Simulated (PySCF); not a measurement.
**C2H6BFS (SMILES BSC(C)F) at 4 levels**

Aim: a comparison of 4 runs (HF/STO-3G, PBE0/def2-SVP, CCSD(T)/3-21G, CCSD(T)/6-311G**) of C2H6BFS. The job is set up through a Python script.

Program for the calculation: PySCF 2.14.0.

## Step 1: The system as given

C2H6BFS has 11 atoms, charge 0, and is taken as a singlet. As SMILES, `BSC(C)F`. Geometry: relaxed at GFN2-xTB. This is one conformer, not always the lowest.

Bond lengths: B1–S2 1.748 Å, S2–C3 1.854 Å, C3–C4 1.512 Å, C3–F5 1.369 Å, B1–H6 1.165 Å, B1–H7 1.165 Å, C3–H8 1.096 Å, C4–H9 1.087 Å, C4–H10 1.088 Å, C4–H11 1.085 Å. Some angles: B1–S2–C3 103.1°, S2–C3–C4 110.3°, S2–C3–F5 109.0°, C4–C3–F5 110.1°, S2–B1–H6 120.2°, S2–B1–H7 116.6°, S2–C3–H8 107.9°, C4–C3–H8 112.7°, F5–C3–H8 106.6°, C3–C4–H9 109.6°.

## Step 2: Energy and forces at HF/STO-3G (run 1)

The input, calc.py:

```python
import pyscf.grad
from pyscf import gto

mol = gto.Mole()
mol.atom = '''
B       -0.702430       1.957300       1.174120
S        0.088640       1.318020      -0.247030
C        0.034270      -0.514360       0.029520
C        0.689900      -1.239560      -1.124150
F       -1.271340      -0.907280       0.151720
H       -1.079770       1.236380       2.008550
H       -0.816350       3.115710       1.231420
H        0.516140      -0.725140       0.990510
H        0.165790      -1.006760      -2.047360
H        0.651740      -2.313660      -0.954800
H        1.723400      -0.920640      -1.212500
'''
mol.spin = 0
mol.verbose = 4
mol.max_memory = 1860
mol.basis = 'sto-3g'
mol.charge = 0
mol.build()

calc0 = mol.RHF()
calc0.conv_tol = 1e-10
calc0.kernel()
if not calc0.converged:
    calc0 = calc0.newton().run(calc0.mo_coeff, calc0.mo_occ)

e_tot = calc0.e_tot
print('Final energy', e_tot)
grad = calc0.Gradients().kernel()
dip = calc0.dip_moment()
pop, q = calc0.mulliken_pop()
```

On the command line:

```console
$ OMP_NUM_THREADS=1 python calc.py
```

The log of the run:

```text
PySCF version 2.14.0

[... 65 lines left out ...]
converged SCF energy = -593.915675558468
Final energy -593.915675558468
[... 11 lines left out ...]
Dipole moment(X, Y, Z, Debye):  1.15970, -0.80587, -0.20403
[... 47 lines left out ...]
charge of   10H =      0.07396
```

Wall time 2.1 s (1 thread of Intel Xeon Platinum 8375C at 2.90GHz (Ice Lake), shared host); peak memory 0.12 GiB.

## Step 3: Energy and gradient at PBE0/def2-SVP (run 2)

The input, input.py:

```python
# BSC(C)F
from pyscf import gto, dft

mol = gto.Mole()
mol.atom = [
    ('B', (-0.702430, 1.957300, 1.174120)),
    ('S', (0.088640, 1.318020, -0.247030)),
    ('C', (0.034270, -0.514360, 0.029520)),
    ('C', (0.689900, -1.239560, -1.124150)),
    ('F', (-1.271340, -0.907280, 0.151720)),
    ('H', (-1.079770, 1.236380, 2.008550)),
    ('H', (-0.816350, 3.115710, 1.231420)),
    ('H', (0.516140, -0.725140, 0.990510)),
    ('H', (0.165790, -1.006760, -2.047360)),
    ('H', (0.651740, -2.313660, -0.954800)),
    ('H', (1.723400, -0.920640, -1.212500)),
]
mol.basis = 'def2-svp'
mol.charge = 0
mol.max_memory = 1860
mol.verbose = 4
mol.build()

mf = dft.RKS(mol)
mf.xc = 'pbe0'
mf.conv_tol = 1e-10
mf.grids.level = 5
mf.kernel()
if not mf.converged:
    mf = mf.newton().run(mf.mo_coeff, mf.mo_occ)

energy = mf.e_tot
print('Final energy', energy)
grad = mf.nuc_grad_method().kernel()
mf.analyze()
```

On the command line:

```console
$ OMP_NUM_THREADS=1 python input.py
```

The log of the run:

```text
PySCF version 2.14.0

[... 109 lines left out ...]
MO #9   energy= -5.95305874002103  occ= 2
[... 18 lines left out ...]
MO #28  energy= 0.103337238538444  occ= 0
[... 18 lines left out ...]
MO #47  energy= 0.614685346009446  occ= 0
[... 18 lines left out ...]
MO #66  energy= 1.25122780533269   occ= 0
[... 18 lines left out ...]
MO #85  energy= 2.01152800919905   occ= 0
[... 18 lines left out ...]
MO #104 energy= 3.80105500919347   occ= 0
[... 118 lines left out ...]
Dipole moment(X, Y, Z, Debye):  1.58533, -1.16935, -0.22390
```

Run time: 39 s. Hardware: 1 thread of Intel Xeon Platinum 8375C at 2.90GHz (Ice Lake), shared host; peak memory 1 GiB.

Run 3 isn't shown in full; the table further down has it.

## Step 4: The energy at CCSD(T)/6-311G(d,p) (run 4)

The input, mol.xyz:

```xyz
11
C2H6BFS
B     -0.702430     1.957300     1.174120
S      0.088640     1.318020    -0.247030
C      0.034270    -0.514360     0.029520
C      0.689900    -1.239560    -1.124150
F     -1.271340    -0.907280     0.151720
H     -1.079770     1.236380     2.008550
H     -0.816350     3.115710     1.231420
H      0.516140    -0.725140     0.990510
H      0.165790    -1.006760    -2.047360
H      0.651740    -2.313660    -0.954800
H      1.723400    -0.920640    -1.212500
```

The input, calc.py:

```python
# BSC(C)F
from pyscf import gto, cc

mol = gto.Mole()
mol.atom = 'mol.xyz'
mol.max_memory = 1860
mol.spin = 0
mol.charge = 0
mol.basis = '6-311g**'
mol.verbose = 4
mol.build()

calc0 = mol.RHF()
calc0.conv_tol = 1e-10
calc0.kernel()
if not calc0.converged:
    calc0 = calc0.newton().run(calc0.mo_coeff, calc0.mo_occ)

mycc = cc.CCSD(calc0, frozen=9)
mycc.kernel()
e_t = mycc.ccsd_t()
e_tot = mycc.e_tot + e_t
print('Final energy', e_tot)
calc0.analyze()
```

On the command line:

```console
$ OMP_NUM_THREADS=1 python calc.py
```

The log of the run:

```text
PySCF version 2.14.0

[... 116 lines left out ...]
MO #9   energy= -6.64409581886513  occ= 2
[... 24 lines left out ...]
MO #34  energy= 0.305861715130283  occ= 0
[... 24 lines left out ...]
MO #59  energy= 1.0253754123916    occ= 0
[... 24 lines left out ...]
MO #84  energy= 1.93700619767286   occ= 0
[... 24 lines left out ...]
MO #109 energy= 3.01552722561337   occ= 0
[... 24 lines left out ...]
MO #134 energy= 192.361399026019   occ= 0
[... 148 lines left out ...]
Dipole moment(X, Y, Z, Debye):  1.65783, -0.96085,  0.19994
```

Run time: 3.1 min. Hardware: 1 thread of Intel Xeon Platinum 8375C at 2.90GHz (Ice Lake), shared host; peak memory 2.2 GiB.

## Step 5: All runs side by side

```csv
run,level,integration grid,task,energy (Eh),dipole moment (D) of the reference,HOMO energy (eV),LUMO energy (eV),wall time
1,HF/STO-3G,–,gradient,-593.915676,1.43,-8.18,7.23,2.1 s
2,PBE0/def2-SVP,5,gradient,-602.064593,1.98,-8.15,-1.11,39 s
3,CCSD(T)/3-21G,–,energy,-598.256829,1.95,-10.95,2.48,6 s
4,CCSD(T)/6-311G**,–,energy,-601.750002,1.93,-10.80,2.43,3.1 min
```

## Step 6: What came out

| quantity | value |
| --- | --- |
| run 4: total energy | -601.75000 Eh |
| run 4: dipole moment (Hartree–Fock density) | 1.93 D |
| run 4: HOMO energy (Hartree–Fock orbitals) | -10.80 eV |
| run 4: LUMO energy (Hartree–Fock orbitals) | 2.43 eV |
| run 4: HOMO–LUMO gap (Hartree–Fock orbitals) | 13.23 eV |
| run 4: correlation energy (9 core orbitals frozen) | -803.4 mEh |
| run 4: (T) correction | -25.28 mEh |
| run 4: T1 diagnostic | 0.014 |

In run 1 the basis is minimal, so the values are rough. All runs together took 3.8 min, the longest 3.1 min.
